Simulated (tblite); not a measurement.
# C3H11F2NSi3: the cost of one run

Programs: tblite 0.8.0 and PySCF 2.14.0, with density-fitted response routines of our own. Each step states its level of theory. These are calculated values for one molecule in the gas phase, unless marked as measured. Atoms count from 0, in the outputs and in this text.

### Step 1. The molecule as given

20 atoms, charge 0, multiplicity 1; geometry from: force field or distance geometry start.

Bonds of the start (Å): N0–C1 1.44, C1–C2 1.49, C2–F3 1.39, C2–F4 1.40, C2–Si5 1.87, Si5–C6 1.87, C6–Si7 1.86, Si7–Si8 2.24, Si8–Si5 2.23, N0–H9 1.04, N0–H10 1.03, C1–H11 1.11, C1–H12 1.12, Si5–H13 1.46, C6–H14 1.11, C6–H15 1.08, Si7–H16 1.48, Si7–H17 1.45, Si8–H18 1.45, Si8–H19 1.46.

### Step 2. Relaxing the molecule with GFN2-xTB

Job settings and geometry (Å):

```
{"job": {"kind": "relax", "xc": "GFN2-xTB", "basis": "xTB"}, "charge": 0, "multiplicity": 1}
N      2.961200    -0.133000     0.774300
C      2.362900    -0.981700    -0.226600
C      1.176200    -0.363600    -0.892900
F      1.455400     0.824500    -1.556500
F      0.773000    -1.247200    -1.897900
Si    -0.285900    -0.124000     0.254500
C     -1.037400     1.579200     0.109300
Si    -2.679300     0.906000     0.667200
Si    -2.207400    -0.911600    -0.547300
H      2.697300    -0.353900     1.755500
H      2.927600     0.875900     0.571000
H      3.143500    -1.177000    -0.993500
H      2.074200    -1.939900     0.284100
H     -0.012300    -0.558400     1.621900
H     -0.613100     2.370400     0.766600
H     -1.099600     1.904800    -0.918500
H     -3.827100     1.687200     0.150100
H     -2.822200     0.568900     2.070300
H     -2.622700    -2.186800    -0.003800
H     -2.369300    -0.729100    -1.990800
```

Command:

```console
> OMP_NUM_THREADS=1 python probes_run.py task.json out
```

The driver reads the jobs from task.json and runs them one after another.

**Question.** How long does this first job take on 1 thread of Arm Neoverse V2, shared host, and how much memory does it need?

About 1.9 s, with a peak of 0.18 GiB.
